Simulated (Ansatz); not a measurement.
# Cl2H2Si: the cost of one run

Method: PBE0-D4/def2-TZVP structures, single points in def2-TZVPP, no counterpoise correction; program: Ansatz 0.2.0, Gaussian basis.

Levels: SPW92, PBE-D4, BLYP-D4, r2SCAN-D4, B97M-V, PBE0-D4, B3LYP-D4, r2SCAN0-D4, BHLYP-D4, CAM-B3LYP-D4, wB97X-V, wB97M-V, B2PLYP, PBE-QIDH, RPA on PBE, Hartree-Fock, MP2, CCSD, CCSD(T).

Correlated methods freeze the cores. B3LYP uses VWN-RPA correlation. B2PLYP carries no dispersion term here.

56 further runs of the same task are left out: 56 set aside as unsound or not needed.

## Step 1: The system as given

The complex: 11 atoms, charge 0, spin multiplicity 1.

Atoms are counted from 1 here; the program's logs count them from 0.

Bond lengths: Si1–Cl2 2.050 Å, Si1–H3 1.478 Å, Si1–H4 1.468 Å, Si1–Cl5 2.050 Å, H6–F7 0.973 Å, H8–N9 1.013 Å, N9–H10 1.013 Å, N9–H11 1.012 Å. Angles: Cl2–Si1–H3 106.4°, Cl2–Si1–H4 110.6°, Cl2–Si1–Cl5 109.7°, H3–Si1–H4 113.0°, H3–Si1–Cl5 106.4°, H4–Si1–Cl5 110.6°, H8–N9–H10 107.5°, H8–N9–H11 108.3°, H10–N9–H11 108.3°.

Geometry (Å):

| atom | x (Å) | y (Å) | z (Å) |
| --- | --- | --- | --- |
| Si1 | -0.35557 | 1.17000 | -1.73093 |
| Cl2 | -0.77704 | -0.83233 | -1.85406 |
| H3 | -0.15540 | 1.63993 | -3.11736 |
| H4 | -1.43287 | 1.88305 | -1.03401 |
| Cl5 | 1.43185 | 1.44052 | -0.76462 |
| H6 | -0.55333 | -0.12203 | 1.37212 |
| F7 | -1.20405 | 0.58286 | 1.20921 |
| H8 | 0.40586 | -1.92693 | 0.74604 |
| N9 | 0.56513 | -1.25459 | 1.48707 |
| H10 | 1.46789 | -0.82610 | 1.32034 |
| H11 | 0.60754 | -1.75428 | 2.36639 |

Its parts: SiH₂Cl₂ holds atoms 1, 2, 3, 4, 5; HF holds atoms 6, 7; NH₃ holds atoms 8, 9, 10, 11. Each part counts its atoms afresh in its own runs.

## Step 2: Relaxing SiH₂Cl₂ alone

The input, relax-a/in.yaml:

```yaml
crystal:
  periodic: [false, false, false]
  atoms:
    - {symbol: Si, position_ang: [-0.355573, 1.169996, -1.730934]}
    - {symbol: Cl, position_ang: [-0.777045, -0.832329, -1.854056]}
    - {symbol: H, position_ang: [-0.155399, 1.639935, -3.117363]}
    - {symbol: H, position_ang: [-1.432869, 1.883049, -1.034009]}
    - {symbol: Cl, position_ang: [1.431849, 1.440521, -0.764619]}
basis:
  gaussian: {orbitals: def2-TZVP}
hamiltonian: {xc: pbe0, dispersion: d4}
relax: {f_tol: 0.005, max_steps: 200}
```

Command:

```sh
$ ansatz run in.yaml --threads 8 --pin off --events-out ev --progress --plain --max-ram 19148MiB
```

**Question.** How long does this run take on 8 threads of Arm Neoverse V2, shared host?

About 3 s.
